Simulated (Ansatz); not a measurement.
# CH3BrSZn: one species, many methods

Aim: compute CH3BrSZn with functionals from several rungs and with coupled cluster, and see how far each lands from CCSD(T) at the basis-set limit for the atomisation energy.

Method: functionals in def2-TZVPP, the program's frozen cores in correlated methods; program: Ansatz 0.2.0, Gaussian basis.

Plan: LDA (SPW92), PBE-D4, revPBE-D4, BLYP-D4, r2SCAN-D4, B97M-V, PBE0-D4, B3LYP-D4, r2SCANh-D4, r2SCAN0-D4, HSE06-D4, BHLYP-D4, CAM-B3LYP-D4, LC-ωPBE, ωB97X-V, ωB97M-V, B2PLYP, PBE-QIDH; CCSD(T)/def2-SVP; CCSD(T)/def2-TZVPP; MP2/def2-QZVPP; extrapolation to the limit; RPA on PBE.

### 1 The geometry

All runs share one geometry, relaxed beforehand with PBE0-D4 in a triple-zeta def2 set.

SMILES `C[S][Zn][Br]`, 7 atoms, charge 0, spin multiplicity 1.

Atoms are counted from 1 here; the program's logs count them from 0.

Bond lengths: C1–S2 1.825 Å, C1–H5 1.089 Å, C1–H6 1.089 Å, C1–H7 1.090 Å, S2–Zn3 2.155 Å, Zn3–Br4 2.237 Å. Angles: S2–C1–H5 111.8°, S2–C1–H6 111.8°, S2–C1–H7 105.9°, H5–C1–H6 110.1°, H5–C1–H7 108.5°, H6–C1–H7 108.5°, C1–S2–Zn3 102.1°, S2–Zn3–Br4 179.6°.

### 2 LDA

This LDA is Slater exchange with PW92 correlation.

The input, in.yaml:

```yaml
crystal:
  periodic: [false, false, false]
  atoms:
    - {symbol: C, position_ang: [-0.999185, -0.311353, 0.624576]}
    - {symbol: S, position_ang: [0.565901, -1.188078, 0.290712]}
    - {symbol: Zn, position_ang: [1.642154, 0.248394, -0.902091]}
    - {symbol: Br, position_ang: [2.771337, 1.730055, -2.141382]}
    - {symbol: H, position_ang: [-0.836741, 0.603648, 1.191766]}
    - {symbol: H, position_ang: [-1.543322, -0.091564, -0.292458]}
    - {symbol: H, position_ang: [-1.600153, -0.991102, 1.228877]}
basis:
  gaussian: {orbitals: def2-TZVPP}
hamiltonian: {xc: lda}
output: {orbitals: {seedname: orbitals}}
```

The runs that follow: PBE-D4 (GGA); revPBE-D4 (GGA); BLYP-D4 (GGA); r2SCAN-D4 (meta-GGA); B97M-V (meta-GGA); PBE0-D4 (hybrid); B3LYP-D4 (hybrid); r2SCANh-D4 (hybrid); r2SCAN0-D4 (hybrid); HSE06-D4 (hybrid); BHLYP-D4 (hybrid); CAM-B3LYP-D4 (range-separated); LC-ωPBE (range-separated); ωB97X-V (range-separated); ωB97M-V (range-separated); B2PLYP (double hybrid); PBE-QIDH (double hybrid); CCSD(T) in def2-SVP; CCSD(T) in def2-TZVPP; MP2 in def2-QZVPP; RPA on PBE orbitals.

**Question.** What will the summary of the whole plan be? Wanted: atomisation energy, CCSD(T)/CBS; farthest beyond LDA; mean size of error, GGA; mean size of error, meta-GGA; mean size of error, hybrid; mean size of error, range-separated; mean size of error, double hybrid; gap, smallest and largest; T1 diagnostic.

As calculated:

| quantity | value |
| --- | --- |
| atomisation energy, CCSD(T)/CBS | 21.922 eV |
| functionals within 0.219 eV (1.0 %) | PBE-D4, r2SCAN-D4, B97M-V, PBE0-D4, r2SCANh-D4, r2SCAN0-D4, HSE06-D4, LC-ωPBE, ωB97X-V, ωB97M-V, PBE-QIDH |
| farthest beyond LDA | BHLYP-D4 (-0.816 eV) |
| mean size of error, GGA | 0.415 eV |
| mean size of error, meta-GGA | 0.155 eV |
| mean size of error, hybrid | 0.251 eV |
| mean size of error, range-separated | 0.124 eV |
| mean size of error, double hybrid | 0.275 eV |
| gap, smallest and largest | 3.66 eV (LDA (SPW92)), 10.61 eV (LC-ωPBE) |
| T1 diagnostic | 0.0118 |
| triples share of the correlation energy | 3.5 % |

The LDA atomisation energy is off by 3.074 eV (14 %): it overbinds. PBE-D4 is off by +0.216 eV. Double hybrids carry the basis error of their MP2 part in triple zeta, and no dispersion term here, so their miss is partly the set-up's. The rungs range-separated, meta-GGA miss on average by less than the doubt on the reference (0.219 eV), so they tie. Misses under about 0.219 eV are within the doubt on the reference itself, which lacks core-valence correlation, relativity and higher excitations, and its outer-core shells are covered unevenly. All levels share the lack of spin-orbit coupling, which lowers the free heavy atoms and so the true binding. Hartree-Fock recovers 73 % of the binding; the rest is correlation. CCSD(T) in def2-SVP is off by -1.582 eV, so the small basis spoils what the method gains. The gap grows from 3.7 to 10.6 eV across the functionals, mostly with the share of exact exchange. For Zn the d shell is correlated and the shells below it are frozen. Correlated methods include outer-core shells of Br, which these sets cover unevenly.
